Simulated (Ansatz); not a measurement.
# FH3InNS: how energies converge with the basis set

How large a basis does FH3InNS need? Two functionals are run in growing sets.

Program: Ansatz 0.2.0, Gaussian basis. Level of theory: one geometry, several basis sets. These are calculated values, not measurements.

Levels to be run: PBE0-D4/def2-SVP; ωB97M-V/def2-SVP; PBE0-D4/def2-QZVPP; ωB97M-V/def2-QZVPP; the functionals' def2-TZVPP values are taken from earlier runs.

## (1) Structure used throughout

An earlier PBE0-D4 in a triple-zeta def2 set relaxation fixed the geometry. In takes the def2 core potential; no spin-orbit term is included.

SMILES `[NH2][In]([F])[SH]`, 7 atoms, charge 0, spin multiplicity 1.

Atoms are counted from 1 here; the program's logs count them from 0.

Bond lengths: N1–In2 2.006 Å, N1–H5 1.010 Å, N1–H6 1.011 Å, In2–F3 1.950 Å, In2–S4 2.358 Å, S4–H7 1.344 Å. Angles: In2–N1–H5 116.7°, In2–N1–H6 114.0°, H5–N1–H6 109.2°, N1–In2–F3 112.9°, N1–In2–S4 133.0°, F3–In2–S4 113.8°, In2–S4–H7 93.1°.

## (2) PBE0-D4 in def2-SVP

File in.yaml:

```yaml
crystal:
  periodic: [false, false, false]
  atoms:
    - {symbol: N, position_ang: [0.915242, 1.164517, 0.241604]}
    - {symbol: In, position_ang: [0.060770, -0.648631, 0.156323]}
    - {symbol: F, position_ang: [1.227848, -2.069565, 0.806875]}
    - {symbol: S, position_ang: [-2.121591, -1.374242, -0.364353]}
    - {symbol: H, position_ang: [0.587356, 1.852664, -0.421069]}
    - {symbol: H, position_ang: [1.926149, 1.144606, 0.226691]}
    - {symbol: H, position_ang: [-2.534474, -0.137449, -0.691770]}
basis:
  gaussian: {orbitals: def2-SVP}
hamiltonian: {xc: pbe0, dispersion: d4}
output: {orbitals: {seedname: orbitals}}
```

The runs that follow: ωB97M-V in def2-SVP; PBE0-D4 in def2-QZVPP; ωB97M-V in def2-QZVPP.

**Question.** What will the summary of the whole plan be? Wanted: PBE0-D4: double and triple zeta above quadruple; ωB97M-V: double and triple zeta above quadruple.

The runs gave:

```
                                       quantity           value
PBE0-D4: double and triple zeta above quadruple  10.20, 0.64 eV
ωB97M-V: double and triple zeta above quadruple  10.29, 0.61 eV
```

**Reading.** PBE0-D4 gains 9.56 eV from double to triple zeta, then 0.64 eV more. Total energies overstate the basis error of differences, where much of it tends to cancel.
